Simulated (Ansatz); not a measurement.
# ClH3NSb: the cost of one run

Program: the Python package of Ansatz 0.2.0. Level of theory: CAM-B3LYP/def2-SVP. These are calculated values, not measurements.

## Step 1: The structure

Bond lengths: N1–Sb2 2.062 Å, Sb2–Cl3 2.388 Å, N1–H4 1.088 Å, N1–H5 1.027 Å, Sb2–H6 1.774 Å. Angles: N1–Sb2–Cl3 89.5°, N1–Sb2–H6 91.4°, Cl3–Sb2–H6 92.7°, Sb2–N1–H4 104.7°, Sb2–N1–H5 111.1°, H4–N1–H5 101.7°.

The script holds or builds the structure itself.

## Step 2: The script

File clh3nsb.py:

```python
"""Potential curve of ClH3NSb along one bond."""

import ansatz as az
import numpy as np

params = {
    "basis": "def2-SVP",
    "functional": "cam_b3lyp",
}

GEOMETRY = """
N    -0.88050   -0.04030   -0.63350
Sb   -0.06240    0.04100    1.25710
Cl    1.13210   -1.97740    0.80620
H    -1.27090    0.96000   -0.80760
H    -0.14850   -0.10690   -1.35140
H     1.27220    1.05950    0.68310
"""


def main() -> None:
    system = az.Crystal.molecule()
    for line in GEOMETRY.strip().splitlines():
        symbol, *xyz = line.split()
        system = system.atom(symbol, [float(v) for v in xyz])

    symbols = [site.symbol for site in system.cartesian_sites]
    start = np.array([site.position_ang for site in system.cartesian_sites])
    axis = (start[0] - start[1]) / np.linalg.norm(start[0] - start[1])
    moving = [0, 3, 4]
    lengths, energies = [1.814, 1.897, 1.979, 2.062, 2.144, 2.227, 2.309, 2.433], []
    for length in lengths:
        xyz = start.copy()
        xyz[moving] += (length - np.linalg.norm(start[0] - start[1])) * axis
        point = az.Crystal.molecule()
        for symbol, place in zip(symbols, xyz):
            point = point.atom(symbol, place.tolist())
        base = (
            point.calculation()
            .basis(gaussian=params["basis"])
            .functional(params["functional"])
        )
        rep = base.run(threads=1).report
        energies.append(rep["free_energy_ev"])
        print(f"r = {length:6.3f} A  E = {energies[-1]:.5f} eV  <S^2> = {abs(rep['mean_field']['state']['spin_squared']):.3f}")

    # quartic fit about the minimum
    fit = np.polynomial.Polynomial.fit(lengths, np.array(energies) - min(energies), 4).convert()
    roots = [r.real for r in fit.deriv().roots() if abs(r.imag) < 1e-9 and fit.deriv(2)(r.real) > 0]
    r_e = min(roots, key=lambda r: abs(r - lengths[int(np.argmin(energies))]))
    print(f"minimum of the fit at {r_e:.4f} A, force constant {fit.deriv(2)(r_e):.2f} eV/A^2")


if __name__ == "__main__":
    main()
```

## Step 3: The input behind the calls

The package turns the script's settings into the engine's input (first run):

```yaml
crystal:
  periodic: [false, false, false]
  atoms:
    - { symbol: "N", position_ang: [-0.7822394388926442, -0.030535199097875547, -0.4064233384310394] }
    - { symbol: Sb, position_ang: [-0.0624, 0.041, 1.2571] }
    - { symbol: Cl, position_ang: [1.1321, -1.9774, 0.8062] }
    - { symbol: H, position_ang: [-1.1726394388926442, 0.9697648009021245, -0.5805233384310394] }
    - { symbol: H, position_ang: [-0.05023943889264433, -0.09713519909787553, -1.1243233384310394] }
    - { symbol: H, position_ang: [1.2722, 1.0595, 0.6831] }
basis:
  gaussian:
    orbitals: def2-SVP
hamiltonian:
  xc: cam_b3lyp
```

## Step 4: Running it

On the command line:

```
python clh3nsb.py
```

Q: Estimate wall time and peak memory on 1 thread of Arm Neoverse V1, shared host.

About 21 s, with a peak of 0.23 GiB.
